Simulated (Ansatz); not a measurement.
# InP2H6NO6: a single-point run

Wanted: field gradients for InP2H6NO6.

Program: Ansatz 0.2.0. Level of theory: DFT, PBE, plane-wave PAW, default files, scalar-relativistic (as first typed). These are calculated values, not measurements.

1 further run of the same task is left out (set aside as unsound or not needed).

## 1. The starting structure

The structure is hexagonal, space group P6_3mc (No. 186). Conventional cell: a = 5.470 Å, b = 5.470 Å, c = 13.089 Å, α = 90.00°, β = 90.00°, γ = 120.00°. Around In (site symmetry 3m) lie 6 O at 2.13 to 2.17 Å. H (site symmetry 3m) is surrounded by 1 P at 1.41 Å. H (site symmetry m) has 1 N at 1.03 Å as nearest neighbours. H (site symmetry 3m) is surrounded by 1 N at 1.03 Å. P (site symmetry 3m) is surrounded by 1 H at 1.41 Å and 3 O at 1.53 Å. P (site symmetry 3m) is surrounded by 1 H at 1.41 Å and 3 O at 1.55 Å. N (site symmetry 3m) is surrounded by 4 H at 1.03 Å. Only part of the 10 independent sites is listed.

Coordinates:

```
CELL_PARAMETERS angstrom
5.47050 0.00000 0.00000
-2.73525 4.73759 0.00000
0.00000 0.00000 13.08950
ATOMIC_POSITIONS crystal
In 0.66667 0.33333 0.39992
In 0.33333 0.66667 0.89992
H 0.33333 0.66667 0.63794
H 0.66667 0.33333 0.13794
H 0.00000 0.00000 0.44098
H 0.00000 0.00000 0.94098
H 0.43579 0.87157 0.22481
H 0.56421 0.43579 0.72481
H 0.12843 0.56421 0.22481
H 0.56421 0.12843 0.72481
H 0.43579 0.56421 0.22481
H 0.87157 0.43579 0.72481
H 0.33333 0.66667 0.11950
H 0.66667 0.33333 0.61950
P 0.33333 0.66667 0.53046
P 0.66667 0.33333 0.03046
P 0.00000 0.00000 0.33351
P 0.00000 0.00000 0.83351
N 0.33333 0.66667 0.19815
N 0.66667 0.33333 0.69815
O 0.84509 0.15491 0.29629
O 0.69017 0.84509 0.79629
O 0.84509 0.69017 0.29629
O 0.15491 0.84509 0.79629
O 0.30983 0.15491 0.29629
O 0.15491 0.30983 0.79629
O 0.48958 0.97916 0.50020
O 0.51042 0.48958 0.00020
O 0.02084 0.51042 0.50020
O 0.51042 0.02084 0.00020
O 0.48958 0.51042 0.50020
O 0.97916 0.48958 0.00020
```

## 2. The run

Input file input.yaml:

```yaml
crystal:
  lattice:
    - [5.4705, 0.0, 0.0]
    - [-2.73525, 4.7375919714, 0.0]
    - [0.0, 0.0, 13.0895]
  atoms:
    - { symbol: In, position: [0.6666666667, 0.3333333333, 0.3999227573] }
    - { symbol: In, position: [0.3333333333, 0.6666666667, 0.8999227573] }
    - { symbol: H, position: [0.3333333333, 0.6666666667, 0.6379352356] }
    - { symbol: H, position: [0.6666666667, 0.3333333333, 0.1379352356] }
    - { symbol: H, position: [0.0, 0.0, 0.4409803979] }
    - { symbol: H, position: [0.0, 0.0, 0.9409803979] }
    - { symbol: H, position: [0.4357870686, 0.8715741372, 0.224805014] }
    - { symbol: H, position: [0.5642129314, 0.4357870686, 0.724805014] }
    - { symbol: H, position: [0.1284258628, 0.5642129314, 0.224805014] }
    - { symbol: H, position: [0.5642129314, 0.1284258628, 0.724805014] }
    - { symbol: H, position: [0.4357870686, 0.5642129314, 0.224805014] }
    - { symbol: H, position: [0.8715741372, 0.4357870686, 0.724805014] }
    - { symbol: H, position: [0.3333333333, 0.6666666667, 0.1194999824] }
    - { symbol: H, position: [0.6666666667, 0.3333333333, 0.6194999824] }
    - { symbol: P, position: [0.3333333333, 0.6666666667, 0.5304554077] }
    - { symbol: P, position: [0.6666666667, 0.3333333333, 0.0304554077] }
    - { symbol: P, position: [0.0, 0.0, 0.333509667] }
    - { symbol: P, position: [0.0, 0.0, 0.833509667] }
    - { symbol: "N", position: [0.3333333333, 0.6666666667, 0.1981507581] }
    - { symbol: "N", position: [0.6666666667, 0.3333333333, 0.6981507581] }
    - { symbol: O, position: [0.8450859976, 0.1549140024, 0.296288889] }
    - { symbol: O, position: [0.6901719952, 0.8450859976, 0.796288889] }
    - { symbol: O, position: [0.8450859976, 0.6901719952, 0.296288889] }
    - { symbol: O, position: [0.1549140024, 0.8450859976, 0.796288889] }
    - { symbol: O, position: [0.3098280048, 0.1549140024, 0.296288889] }
    - { symbol: O, position: [0.1549140024, 0.3098280048, 0.796288889] }
    - { symbol: O, position: [0.4895792045, 0.979158409, 0.5002013616] }
    - { symbol: O, position: [0.5104207955, 0.4895792045, 1.0002013616] }
    - { symbol: O, position: [0.020841591, 0.5104207955, 0.5002013616] }
    - { symbol: O, position: [0.5104207955, 0.020841591, 1.0002013616] }
    - { symbol: O, position: [0.4895792045, 0.5104207955, 0.5002013616] }
    - { symbol: O, position: [0.979158409, 0.4895792045, 1.0002013616] }
kpoints:
  mp_grid: { grid: [5, 5, 2] }
scf:
  occupations: { method: fermi_dirac, width: 0.3 }
  n_extra_bands: 0
  max_iter: 50
hamiltonian:
  xc: pbe
  pseudopotentials: { kind: paw }
output:
  forces: true
  stress: true
  populations: true
  efg:
    quadrupole_moments_barn: { In: 0.772, H: 0.00285783, "N": 0.02044, O: -0.02558 }
    contact_densities: true
```

Run with:

```
$ ansatz run input.yaml --threads 1 --pin off --max-ram 3072MiB --backend cpu --events-out ev --progress --plain --runs-dir out
```

Output:

```text
Error: inconsistent input (scf.n_extra_bands, scf.occupations.method): n_bands = 70 leaves no empty band above the 70 bands per channel that the deck's 140 electrons occupy, and the occupations search for the Fermi level (a smearing at a finite width, or tetrahedra): a level found among occupied bands alone can fill a metal as an insulator; raise scf.n_extra_bands until at least 71 bands are solved (omitted, it auto-derives to 110) (see scf.n_extra_bands in the input reference)
```

Run time: 0.1 s. Hardware: 1 thread of Intel Xeon Platinum 8488C (Sapphire Rapids), shared host; peak memory 0.11 GiB.

## 3. Reading the log

Nothing was computed: the input was turned down at the start. The line that matters: «inconsistent input (scf.n_extra_bands, scf.occupations.method): n_bands = 70 leaves no empty band above the 70 bands per channel that the deck's 140 electrons occupy ...»

Look at the input: scf.occupations.width is 0.3; scf.n_extra_bands is 0. Too few bands are solved: occupations with a smearing or a moment need empty bands above the filled ones.

Fix: delete scf.n_extra_bands (the default then holds) and set scf.occupations.width to 0.02.

## 4. Second try

Other changes include scf.max_iter, hamiltonian.pseudopotentials, magnetization.noncollinear, magnetization.spin_orbit.

input.yaml: that of step 2 with these lines changed.

```diff
@@ -41,8 +41,6 @@
 scf:
-  occupations: { method: fermi_dirac, width: 0.3 }
-  n_extra_bands: 0
-  max_iter: 50
+  occupations: { method: fermi_dirac, width: 0.02 }
 hamiltonian:
   xc: pbe
-  pseudopotentials: { kind: paw }
+  pseudopotentials: { kind: paw_fr }
 output:
@@ -54 +52,4 @@
     contact_densities: true
+magnetization:
+  noncollinear: true
+  spin_orbit: true
```

Run with:

```
$ ansatz run input.yaml --threads 1 --pin off --max-ram 3072MiB --backend cpu --events-out ev --progress --plain --runs-dir out
```

From the output:

```text
[...]
Basis set: ecut = 420 eV, 6601 PW (Γ), exchange–correlation on 80×80×180 points (8 copies of the dense FFT grid, shifted against one another)
[...]
Magnetic group: BNS 186.204 (UNI 1434), of the structure as read, at distance tolerance 7.0e-5 Å
k-points: 10 of 50
[...]
SCF iter   1: F=—  HF=-22011.261818 eV  |F-HF|=—  |Δ(HF+E_count)|=         —  Δρ=1.09e-1  dr2=3.45e1  dr2_m=0.00e0 (ungated)  ethr=3.10e-3  |M|=0.00e0 ∫|m|=0.00e0 μB  |m|>n=0.0e0 m-floor=0.0e0 τ_xc=0.0e0  β_m=0.30  ⟨swp⟩=7.4  Hψ=11620  notcnv=0  defer=293
preconditioner: auto → Resta (q_TF=auto, 2.354 Å⁻¹)  ε∞=2.8  [insulator: Δε(μ)=4.384 eV  Ē_g=17.876 eV  σ=0.020 eV  W_gap=1.00  n_scr=80 (ndim 8)  ℏωp=23.9 eV  f_vac=0.069  D(μ)=0.00/eV (n_scr^D=0)  ε∞_Penn≈2.8]
[...]
SCF iter   2: F=—  HF=-22003.920442 eV  |F-HF|=—  |Δ(HF+E_count)|=    7.34e0  Δρ=6.31e-2  dr2=1.11e1  dr2_m=0.00e0 (ungated)  ethr=3.10e-3  |M|=0.00e0 ∫|m|=0.00e0 μB  |m|>n=0.0e0 m-floor=0.0e0 τ_xc=0.0e0  β_m=0.47  ⟨swp⟩=2.6  Hψ=3732  notcnv=0  defer=600
[...]
SCF iter   9: F=—  HF=-22000.674552 eV  |F-HF|=—  |Δ(HF+E_count)|=   2.61e-4  Δρ=1.65e-5  dr2=1.15e-6  dr2_m=0.00e0 (ungated)  ethr=1.87e-8  |M|=0.00e0 ∫|m|=0.00e0 μB  |m|>n=0.0e0 m-floor=0.0e0 τ_xc=0.0e0  β_m=0.91  ⟨swp⟩=2.0  Hψ=2436  notcnv=0  defer=600
SCF iter  10: F=-22000.674554 eV  HF=-22000.674554 eV  |F-HF|=4.30e-8  |Δ(HF+E_count)|=   2.09e-6  Δρ=3.37e-6  dr2=5.69e-8  dr2_m=0.00e0 (ungated)  ethr=7.14e-11  |M|=0.00e0 ∫|m|=0.00e0 μB  |m|>n=0.0e0 m-floor=0.0e0 τ_xc=0.0e0  ⟨swp⟩=16.8  Hψ=17007  notcnv=0
[...]
SCF converged after 10 iterations
Magnetization: |M| = 0.0000 μB,  M = (+0.0000, +0.0000, +0.0000) μB
[...]
Free energy (F): -22000.674554 eV
[...]
E sigma→0 (E₀):  -22000.674554 eV
Fermi energy:    4.757588 eV
[...]
  P = ⅓ Tr σ = 2.3806 GPa (23.806 kbar)
[...]
```

Wall time 6 min (1 thread of Intel Xeon Platinum 8488C (Sapphire Rapids), shared host); peak memory 2.3 GiB.

The printed gradients, by site:

| site | atoms | first shell | V_zz (10²¹ V/m²) | η | C_Q (MHz) |
| --- | --- | --- | --- | --- | --- |
| In | 1, 2 | 6 O at 2.13–2.17 Å | 0.078 | 0.00 | 1.46 (¹¹⁵In) |
| H3 | 3, 4 | 1 P at 1.41 Å; also 3 O at 2.33 Å | 1.67 | 0.00 | 0.115 (²H) |
| H5 | 5, 6 | 1 P at 1.41 Å | 1.63 | 0.00 | 0.113 (²H) |
| H7 | 7, 8, 9, 10, … | 1 N at 1.03 Å; also 2 O at 2.20 Å | 2.99 | 0.04 | 0.207 (²H) |
| H13 | 13, 14 | 1 N at 1.03 Å; also 3 O at 2.29 Å | 3.11 | 0.00 | 0.215 (²H) |
| P15 | 15, 16 | 1 H at 1.41 Å, 3 O at 1.53 Å | -1.87 | 0.00 | – |
| P17 | 17, 18 | 1 H at 1.41 Å, 3 O at 1.55 Å | -2.28 | 0.00 | – |
| N | 19, 20 | 4 H at 1.03 Å | -0.085 | 0.00 | -0.042 (¹⁴N) |
| O21 | 21, 22, 23, 24, … | 4 H at 2.20–2.67 Å, 1 P at 1.55 Å, 1 In at 2.17 Å, angle 123° | 8.50 | 0.54 | -5.26 (¹⁷O) |
| O27 | 27, 28, 29, 30, … | 2 H at 2.29–2.33 Å, 1 P at 1.53 Å, 1 In at 2.13 Å, angle 157° | 10.43 | 0.29 | -6.45 (¹⁷O) |

V_zz is the principal component of the electric field gradient with the largest magnitude, η = (V_xx − V_yy)/V_zz and C_Q = eQV_zz/h. Nuclear quadrupole moments: year-2017 set (Pyykkö). A dash under C_Q marks elements without a common quadrupolar isotope.

## 5. Outcome

```
                           quantity                     value
                          first try                   refused
                              cause             too few bands
                         second try  converged, 10 SCF cycles
energy (zero set by the potentials)            -22000.6746 eV
                           pressure                  2.38 GPa
                    gap on the mesh                   4.02 eV
                      largest force                0.005 eV/Å
               largest V_zz in size  10.43 × 10²¹ V/m² at O27
```

In words: The mended input goes through in 10 SCF cycles. The largest force in the second run is 0.005 eV/Å, so the atoms are close to their relaxed places.

The gaps are Kohn-Sham values of a semilocal functional, not quasiparticle or optical gaps. Such gaps usually fall short of the measured ones.
